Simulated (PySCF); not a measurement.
# A diatomic session: ZnC

An exercise on one series of results from a longer session: the logs are not shown, and one member is left open.

Method: Zn x2c-SVPall, C x2c-SVPall, spin-free X2C with a Gaussian nucleus; program: PySCF 2.14.0.

1 further run of the same task is left out (it didn't finish).

The first run:

Settings of the job:

- atoms: Zn, C
- charge: 0
- basis: Zn x2c-SVPall, C x2c-SVPall
- Hamiltonian: spin-free X2C with a Gaussian nucleus
- basis functions: 50
- electrons treated: 36
- masses in u: 63.9291, 12.0000
- levels: PBE0, PBE, r²SCAN, M06-L, TPSSh, BHandHLYP, LC-ωPBE, HF, MP2, SCS-MP2
- grid: 80 radial by 434 angular points
- occupations: held fixed by the projection of orbital angular momentum
- dissociation limit: Zn + C, each in its ground configuration
- starting distance in angstrom: 1.900
- values of 2S to try: 0, 2

Started as:

```console
$ OMP_NUM_THREADS=1 python dia.py task.json out
```

Among the steps run: Input; PBE0 along the bond; Higher solutions at PBE0; PBE (GGA); r²SCAN; M06-L (meta-GGA); TPSSh (hybrid meta-GGA); BHandHLYP (global hybrid GGA); LC-ωPBE (range-separated hybrid); ROHF (mean field).

One table of the session follows, with a row left open; its other results are not shown here.

It belongs to the step «The curves together». Energy (eV) from each level's lowest point:

```
R (Å)   ROHF  ROHF-MP2  ROHF-SCS-MP2    PBE  r²SCAN
1.708  1.313     0.446         0.521  0.462   0.443
1.787  0.878     0.174         0.226  0.187   0.171
1.867  0.583     0.040         0.070  0.047   0.037
1.926  0.426     0.002         0.016  0.004   0.000
1.986      ?         ?             ?      ?       ?
2.046  0.226     0.023         0.009  0.024   0.034
2.125  0.145     0.078         0.046  0.085   0.104
2.224  0.080     0.164         0.112  0.190   0.220
2.344  0.033     0.272         0.198  0.333   0.373
2.502  0.000     0.403         0.303  0.525   0.571
```

**Question.** Estimate the row for R (Å) = 1.986.

Worked estimate for «ROHF». A straight line through the neighbours (1.926, 0.426) and (2.046, 0.226) gives 0.426 + (0.226 − 0.426) × (1.986 − 1.926) / (2.046 − 1.926) = 0.326; a parabola fitted to 4 rows on both sides gives 0.312.

As computed: ROHF: 0.311; ROHF-MP2: 0.000; ROHF-SCS-MP2: 0.000; PBE: 0.000; r²SCAN: 0.003. In «ROHF» the line misses by +0.015 and the parabola by +0.001.
